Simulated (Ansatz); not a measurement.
# Si2Ge: the cost of one run

Program: Ansatz 0.2.0. Level of theory: DFT PBE, scalar-relativistic, plane waves, PAW, unless a step names another level. These are calculated values, not measurements.

## (1) The system as given

It takes space group P-3m1 (No. 164, trigonal). The conventional cell has a = 3.930 Å, b = 3.930 Å, c = 9.618 Å, α = 90.00°, β = 90.00°, γ = 120.00°. Si (site symmetry 3m) has 4 Si at 2.37 to 2.39 Å in its first shell of neighbours. Si (site symmetry 3m) is surrounded by 1 Si at 2.37 Å and 3 Ge at 2.41 Å. Ge (site symmetry 3m) has 3 Si at 2.41 Å and 1 Ge at 2.49 Å in its first shell of neighbours.

Structure file:

```
Si Ge
1.0
     3.93002    0.00000    0.00000
    -1.96501    3.40349    0.00000
     0.00000    0.00000    9.61845
Si Ge
4 2
Direct
  0.33333 0.66667 0.53985
  0.66667 0.33333 0.21420
  0.33333 0.66667 0.78580
  0.66667 0.33333 0.46015
  0.00000 0.00000 0.87071
  0.00000 0.00000 0.12929
```

It is the end of an earlier relaxation with the same method, from a generated guess; it is a trial structure. At a tolerance of 0.02 Å it has space group P-3m1 (No. 164); it has 21.44 Å³/atom, an uncorrected energy of +0.01 eV/atom over the elements.

## (2) Electronic structure at the relaxed geometry

input.yaml reads:

```yaml
crystal:
  lattice:
    - [3.9300151997, 0.0, 0.0]
    - [-1.9650075999, 3.4034930002, 0.0]
    - [0.0, 0.0, 9.618446]
  atoms:
    - { symbol: Si, position: [0.3333333333, 0.6666666667, 0.53985] }
    - { symbol: Si, position: [0.6666666667, 0.3333333333, 0.214196] }
    - { symbol: Si, position: [0.3333333333, 0.6666666667, 0.785804] }
    - { symbol: Si, position: [0.6666666667, 0.3333333333, 0.46015] }
    - { symbol: Ge, position: [0.0, 0.0, 0.870714] }
    - { symbol: Ge, position: [0.0, 0.0, 0.129286] }
basis:
  ecutwfc: 420
kpoints:
  mp_grid: { grid: [12, 12, 4] }
  band_path:
    path:
      - [[0.0, 0.0, 0.0], [0.5, 0.0, 0.0], [0.33333333, 0.33333333, 0.0], [0.0, 0.0, 0.0], [0.0, 0.0, 0.5], [0.5, 0.0, 0.5], [0.33333333, 0.33333333, 0.5], [0.0, 0.0, 0.5]]
      - [[0.5, 0.0, 0.5], [0.5, 0.0, 0.0]]
      - [[0.33333333, 0.33333333, 0.5], [0.33333333, 0.33333333, 0.0]]
    npoints: 14
hamiltonian:
  xc: pbe
scf:
  occupations: { method: gaussian, width: 0.02 }
  n_extra_bands: 15
output:
  forces: true
  stress: true
  eigenvalues: true
  populations: true
  dos: { projected: true, de: 0.02, nscf_kmesh: { grid: [18, 18, 6] } }
  bader: true
```

Started as:

```console
> ansatz run input.yaml --threads 4 --pin off --max-ram 8192MiB --backend cpu --events-out ev --progress --plain --runs-dir out
```

Q: Estimate wall time and peak memory on 4 threads of Intel Xeon Platinum 8259CL at 2.50GHz (Skylake/Cascade Lake), shared host.

About 60 s, with a peak of 0.86 GiB.
